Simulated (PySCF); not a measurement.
**[TlH]2+: other functionals and bases at one geometry**

The task here is to estimate one member of a computed series from the others.

Program: PySCF 2.14.0. Level of theory: several levels, as the steps say, no spin–orbit coupling. These are calculated values, not measurements.

3 further runs of the same task are left out: 2 for a known fault of the program, 1 set aside as unsound or not needed.

## Starting geometry

2 atoms, charge 2, spin multiplicity 1.

Bond lengths: Tl1–H2 1.778 Å.

As a file:

```xyz
2
charge 2, multiplicity 1
Tl    0.0000    0.0000    0.0865
H     0.0000    0.0000    1.8642
```

Formal oxidation states: Tl +3. An earlier session relaxed this geometry at r2SCAN, Tl def2-SVP with ECP60, H def2-SVP (singlet, point group C∞v).

At r2SCAN on the finer grid: E = -172.247811 Eh, HOMO -25.92 eV, LUMO -20.31 eV, Mulliken charge on Tl1 +1.53 e, largest force component 0.004 eV/Å. 

Levels to run: BP86; TPSSh; HF; wB97X; r2SCAN, TZVP; r2SCAN, x2c-SVP. Hardware: 2 threads of Arm Neoverse V2, shared host.

Set-up of the first run:

The input, run.py (the lines that set the calculation):

```python
mol = gto.M(atom='''
Tl     0.00000     0.00000     0.08652
H      0.00000     0.00000     1.86421''',
    basis={'Tl': 'def2-SVP', 'H': 'def2-SVP'},
    ecp={'Tl': 'def2-SVP'},
    charge=2, spin=0)
mf = dft.RKS(mol, xc='B88,P86')
mf.grids.atom_grid = (75, 302)
mf = mf.density_fit()  # fitting sets: Tl def2-universal-JKFIT, H def2-universal-JKFIT
mf.conv_tol = 1e-08; mf.max_cycle = 55
mf.kernel(dm0)  # dm0: the density of the relaxed state
```

Command:

```sh
$ OMP_NUM_THREADS=2 python run.py
```

Among the steps run: BP86; TPSSh; HF; wB97X; r2SCAN, TZVP; r2SCAN, x2c-SVP.

One table of the session follows, with a row left open; its other results are not shown here.

| level | HOMO (eV) | gap (eV) | charge on Tl1 (e) | dipole (D) | largest force component (eV/Å) |
| --- | --- | --- | --- | --- | --- |
| r2SCAN (relaxed here) | -25.92 | 5.62 | 1.53 | 1.71 | 0.00 |
| BP86 | -25.94 | 5.18 | 1.53 | 1.89 | 0.24 |
| TPSSh | -26.07 | 6.03 | 1.54 | 1.61 | 0.04 |
| HF | ? | ? | ? | ? | ? |
| wB97X | -28.83 | 11.55 | 1.53 | 1.45 | 0.11 |
| r2SCAN, TZVP | -25.94 | 5.62 | 1.49 | 1.73 | 0.09 |
| r2SCAN, x2c-SVP | -26.01 | 5.65 | 1.54 | 1.80 | 0.59 |

**Question.** Estimate the row for HF.

The run gave: HOMO (eV): -28.33; gap (eV): 12.57; charge on Tl1 (e): 1.55; dipole (D): 0.86; largest force component (eV/Å): 0.23. In the column «HOMO (eV)» it lies between wB97X (-28.83) and TPSSh (-26.07).

The dipole of a charged species depends on the origin, so these sizes hold for this origin alone.

In one basis the HOMO–LUMO gap runs from 5.18 eV (BP86) to 12.57 eV (HF). The largest leftover force, 0.59 eV/Å with r2SCAN, x2c-SVP, stands at a geometry relaxed at another level. Total energies of different levels can't be compared.
